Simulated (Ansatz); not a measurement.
**C₃H₄BrCl: small, medium and large basis sets**

One table from this session's results is given with a row withheld; the runs are named, their logs left out.

Method: one geometry, several basis sets; program: Ansatz 0.2.0, Gaussian basis.

Plan: PBE0-D4/def2-SVP; ωB97M-V/def2-SVP; PBE0-D4/def2-QZVPP; ωB97M-V/def2-QZVPP; the functionals' def2-TZVPP values are taken from earlier runs.

**The relaxed structure**

An earlier PBE0-D4 in a triple-zeta def2 set relaxation fixed the geometry.

SMILES `C=CC(Cl)Br`, 9 atoms, charge 0, spin multiplicity 1.

Atoms are counted from 1 here; the program's logs count them from 0.

Bond lengths: C1–C2 1.324 Å, C1–H6 1.083 Å, C1–H7 1.085 Å, C2–C3 1.479 Å, C2–H8 1.085 Å, C3–Cl4 1.772 Å, C3–Br5 1.953 Å, C3–H9 1.086 Å. Angles: C2–C1–H6 121.2°, C2–C1–H7 121.6°, H6–C1–H7 117.2°, C1–C2–C3 122.4°, C1–C2–H8 121.8°, C3–C2–H8 115.8°, C2–C3–Cl4 111.0°, C2–C3–Br5 109.9°, C2–C3–H9 112.7°, Cl4–C3–Br5 110.2°, Cl4–C3–H9 107.4°, Br5–C3–H9 105.4°.

The first run:

in.yaml reads:

```yaml
crystal:
  periodic: [false, false, false]
  atoms:
    - {symbol: C, position_ang: [0.034305, 0.608067, 1.318602]}
    - {symbol: C, position_ang: [-0.501813, 0.025129, 0.257127]}
    - {symbol: C, position_ang: [0.310363, -0.422989, -0.894272]}
    - {symbol: Cl, position_ang: [0.111999, -2.161310, -1.174523]}
    - {symbol: Br, position_ang: [-0.191695, 0.580678, -2.492778]}
    - {symbol: H, position_ang: [-0.578624, 0.928072, 2.152204]}
    - {symbol: H, position_ang: [1.101973, 0.787288, 1.390707]}
    - {symbol: H, position_ang: [-1.569222, -0.156093, 0.182337]}
    - {symbol: H, position_ang: [1.371112, -0.235042, -0.756704]}
basis:
  gaussian: {orbitals: def2-SVP}
hamiltonian: {xc: pbe0, dispersion: d4}
output: {orbitals: {seedname: orbitals}}
```

Steps of the session up to this table: PBE0-D4 in def2-SVP; ωB97M-V in def2-SVP; PBE0-D4 in def2-QZVPP; ωB97M-V in def2-QZVPP.

One table of the session follows, with a row left open; its other results are not shown here.

It belongs to the step «Functionals by basis». 

| functional | basis | HOMO (eV) |
| --- | --- | --- |
| PBE0-D4 | def2-SVP | -7.82 |
| PBE0-D4 | def2-TZVPP | -7.94 |
| PBE0-D4 | def2-QZVPP | -7.96 |
| ωB97M-V | def2-SVP | -10.02 |
| ωB97M-V | def2-TZVPP | ? |
| ωB97M-V | def2-QZVPP | -10.18 |

**Question.** Estimate the row for ωB97M-V, def2-TZVPP.

**Answer.** HOMO (eV): -10.15. In the column «HOMO (eV)» it lies between ωB97M-V, def2-QZVPP (-10.18) and ωB97M-V, def2-SVP (-10.02).
